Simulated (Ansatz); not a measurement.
# AsH3OS (SMILES SO[AsH2]): single points off equilibrium

One table from this session's results is given with a row withheld; the runs are named, their logs left out.

Method: single points in def2-TZVPP; program: Ansatz 0.2.0, Gaussian basis.

Cores are frozen in the correlated methods. Filled d shells of the heavier atoms are correlated.

## The starting structure

SMILES `SO[AsH2]`, 6 atoms, charge 0, spin multiplicity 1.

Atoms are counted from 1 here; the program's logs count them from 0.

Bond lengths: S1–O2 1.679 Å, S1–H4 1.318 Å, O2–As3 1.847 Å, As3–H5 1.447 Å, As3–H6 1.465 Å. Angles: O2–S1–H4 100.7°, S1–O2–As3 118.8°, O2–As3–H5 95.0°, O2–As3–H6 88.8°, H5–As3–H6 89.6°.

Geometry (Å):

```xyz
6
charge 0, multiplicity 1
S    -1.11280   -1.00390   -1.11890
O    -0.44830   -0.38860    0.29530
As    0.89910    0.86800    0.17130
H    -2.20340   -0.26980   -1.21590
H     1.97600   -0.09790    0.19480
H     0.93640    0.92870    1.63480
```

Set-up of the first run:

run/in.yaml

```yaml
crystal:
  periodic: [false, false, false]
  atoms:
    - {symbol: S, position_ang: [-1.112800, -1.003900, -1.118900]}
    - {symbol: O, position_ang: [-0.448300, -0.388600, 0.295300]}
    - {symbol: As, position_ang: [0.899100, 0.868000, 0.171300]}
    - {symbol: H, position_ang: [-2.203400, -0.269800, -1.215900]}
    - {symbol: H, position_ang: [1.976000, -0.097900, 0.194800]}
    - {symbol: H, position_ang: [0.936400, 0.928700, 1.634800]}
basis:
  gaussian: {orbitals: def2-TZVPP}
correlation: {method: ccsd_t}
output: {forces: true}
```

No record of the launch command was kept for these runs.

Steps of the session up to this table: CCSD(T)/def2-TZVPP; PBE0-D4/def2-TZVPP; wB97M-V/def2-TZVPP; r2SCAN-D4/def2-TZVPP; PBE-D4/def2-TZVPP; r2SCAN0-D4/def2-TZVPP; revPBE-D4/def2-TZVPP.

One of the session's tables, all rows but one given; the rest of the session is left out.

| method | RMS force component (eV/Å) | angle to CCSD(T) forces (°) | dipole (D) |
| --- | --- | --- | --- |
| CCSD(T) | 0.712 | reference | 1.40 |
| PBE0-D4 | ? | ? | ? |
| wB97M-V | 0.753 | 7.9 | 1.50 |
| r2SCAN-D4 | 0.793 | 8.6 | 1.35 |
| PBE-D4 | 0.937 | 17.3 | 1.30 |
| r2SCAN0-D4 | 0.771 | 15.1 | 1.44 |
| revPBE-D4 | 0.954 | 19.8 | 1.30 |

**Question.** Estimate the row for PBE0-D4.

**Answer.** RMS force component (eV/Å): 0.829; angle to CCSD(T) forces (°): 9.9; dipole (D): 1.41. In the column «RMS force component (eV/Å)» it lies between r2SCAN-D4 (0.793) and PBE-D4 (0.937).
